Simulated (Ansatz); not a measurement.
Write a Python script for Ansatz's Python interface that makes a ladder of methods at one geometry of FGeH5Si2, SMILES F[SiH]1[SiH2][GeH2]1. Level of theory (for the species named): r2scan0, def2-SVP basis, multiplicity 1. The script varies functional: r2scan0, hse06, b3lyp, hf, pbe0, lda.

```xyz
9

F    -1.7710    1.2774   -1.1418
Si   -0.5538    0.2096   -1.1513
Si    1.0244    0.7205    0.2618
Ge   -0.3573   -0.9668    0.8381
H    -0.2070   -0.5491   -2.3832
H     0.8350    1.9743    1.0335
H     2.4151    0.2195   -0.0925
H     0.1932   -2.3876    0.6858
H    -1.4902   -0.5440    1.9325
```

The script, `fgeh5si2_methods.py`:
```python
# -*- coding: utf-8 -*-
"""FGeH5Si2 at several levels of theory."""

from pathlib import Path

import ansatz as az
import numpy as np

GEOMETRY = """
F    -1.77100    1.27740   -1.14180
Si   -0.55380    0.20960   -1.15130
Si    1.02440    0.72050    0.26180
Ge   -0.35730   -0.96680    0.83810
H    -0.20700   -0.54910   -2.38320
H     0.83500    1.97430    1.03350
H     2.41510    0.21950   -0.09250
H     0.19320   -2.38760    0.68580
H    -1.49020   -0.54400    1.93250
"""

mol = az.Crystal.molecule()
for line in GEOMETRY.strip().splitlines():
    symbol, *xyz = line.split()
    mol = mol.atom(symbol, [float(v) for v in xyz])

setup = mol.calculation().basis(gaussian="def2-SVP")

print("functional    E (Ha)        dipole (D)   HOMO (eV)  LUMO (eV)")
for name in ["r2scan0", "hse06", "b3lyp", "hf", "pbe0", "lda"]:
    report = setup.functional(name).forces().orbitals().run(threads=1, runs_dir="runs").report
    lines = Path(report["orbitals_path"]).read_text().splitlines()
    field_of = lambda key: [line.split("=")[1].strip() for line in lines if line.startswith(key)]
    orbitals = [(27.211386 * float(e), s, float(n)) for e, s, n in zip(field_of("Ene="), field_of("Spin="), field_of("Occup="))]
    homo = max(e for e, _, n in orbitals if n > 0.5)
    lumo = min(e for e, _, n in orbitals if n < 0.5)
    dipole = 4.803205 * np.linalg.norm(report["charge_distribution"]["dipole_moment_e_ang"])
    print(f"{name:10s} {report['free_energy_ev'] / 27.211386246:14.6f} {dipole:9.3f} {homo:11.3f} {lumo:10.3f}")
```

```console
$ python fgeh5si2_methods.py
functional    E (Ha)        dipole (D)   HOMO (eV)  LUMO (eV)
r2scan0      -2758.166734     1.286      -6.778     -1.123
hse06        -2757.687465     1.241      -6.224     -1.577
b3lyp        -2758.386015     1.203      -6.366     -1.247
hf           -2755.031018     1.533      -8.841      2.280
pbe0         -2757.704174     1.245      -6.612     -1.200
lda          -2752.158206     1.126      -5.655     -2.156
```

Notes:
- Total energies depend on the basis set; only differences at equal settings carry meaning.
- The geometry is a force-field or estimated start, not a minimum of this method, and the basis set is short of its limit. A lower total doesn't mark the better method: functionals have no common bound, and MP2 and coupled cluster aren't variational.
- b3lyp holds the VWN-RPA fit, as in Gaussian; the form of ORCA and Turbomole is b3lyp5.
- Levels such as HOMO and LUMO are orbital energies: with these approximate functionals they aren't the ionisation energy and electron affinity, and their gap isn't the fundamental gap.
- hse06 follows the composition of plane-wave codes, whose totals differ by tens of mHa, up to about 0.1 Ha, from the form usual in Gaussian-basis programs (wpbeh).
- Finished in 19 s on 1 thread of Intel(R) Xeon(R) 6975P-C (Granite Rapids), on a shared host, peak memory 0.34 GiB.

(A comment or docstring line of the script was reworded after the run, the code is as it ran; lines on the test bed's own set-up are left out of the output.)
